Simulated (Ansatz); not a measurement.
# AlGaHCl (triplet): wave-function methods side by side at a displaced geometry (v1), cc-pVDZ

The task here is to estimate one member of a computed series from the others.

The runs use Ansatz 0.2.0, Gaussian basis; cc-pVDZ, core rule «outside noble gas», up to 24 orbitals frozen.

To be run: UHF; CCSD(T) on ROHF; CCSD(T) on UHF; BCCD(T) on ROHF; CISD; CCSDT(Q) on ROHF; CCSDT(Q) on UHF.

24 further runs of the same task are left out: 1 for a known fault of the program, 11 that didn't finish, 12 set aside as unsound or not needed.

## What is computed

The geometry is a PBE0/def2-TZVP stationary point (not a proven minimum) with its atoms shifted at random (size 0.040 Å). No spin-orbit coupling is included. The filled d shell of Ga may be among the frozen orbitals whatever the setting's name suggests; the logs give the count.

4 atoms, charge 0, spin multiplicity 3.

Atoms are counted from 1 here; the program's logs count them from 0.

Bond lengths: Al1–Ga2 2.481 Å, Ga2–Cl3 2.168 Å, Ga2–H4 1.564 Å. Angles: Al1–Ga2–Cl3 113.5°, Al1–Ga2–H4 129.5°, Cl3–Ga2–H4 117.0°.

Coordinates:

```xyz
4

Al   -0.0117   -0.7345    2.1547
Ga   -0.0125    0.5815    0.0511
Cl    0.0354   -0.6452   -1.7360
H    -0.0673    2.1317   -0.1521
```

Set-up of the first run:

in.yaml reads:

```yaml
crystal:
  periodic: [false, false, false]
  atoms:
    - {symbol: Al, position_ang: [-0.011690, -0.734542, 2.154723]}
    - {symbol: Ga, position_ang: [-0.012524, 0.581526, 0.051088]}
    - {symbol: Cl, position_ang: [0.035440, -0.645227, -1.736003]}
    - {symbol: H, position_ang: [-0.067336, 2.131691, -0.152069]}
basis:
  gaussian: {orbitals: cc-pVDZ}
magnetization: {spin_polarized: true, initial_magnetization: 2}
hamiltonian: {xc: hf}
output: {orbitals: {seedname: orbitals}}
```

On the command line:

```console
> ansatz run in.yaml --threads 1 --pin off --events-out ev --progress --plain --max-ram 2393MiB
```

Among the steps run: UHF; CCSD(T) on ROHF; CCSD(T) on UHF; BCCD(T) on ROHF; CISD; CCSDT(Q) on ROHF; CCSDT(Q) on UHF.

One table of the session follows, with a row left open; its other results are not shown here.

```
   method  from UCCSDT(Q) (meV)
     ROHF               +7325.7
      UHF               +7247.3
     RMP2                     ?
     UMP2               +1225.0
    RCCSD                +255.8
    UCCSD                +248.5
 RCCSD(T)                 +59.3
 UCCSD(T)                 +56.6
  BCCD(T)                 +55.5
   RCCSDT                 +19.3
   UCCSDT                 +16.7
RCCSDT(Q)                  +3.0
UCCSDT(Q)                     0
```

Estimate the missing values for RMP2.

**Answer.** from UCCSDT(Q) (meV): +1245.8. In the column «from UCCSDT(Q) (meV)» it lies between UMP2 (+1225.0) and UHF (+7247.3).

Not comparable, so not listed: CISD (they don't share determinant, frozen orbitals or solution with the rows shown, or repeat one).

To keep in mind: Restricted and unrestricted rows rest on different reference determinants; where their highest levels disagree by more than a few hundredths of an eV, they describe different states and don't form one ladder.
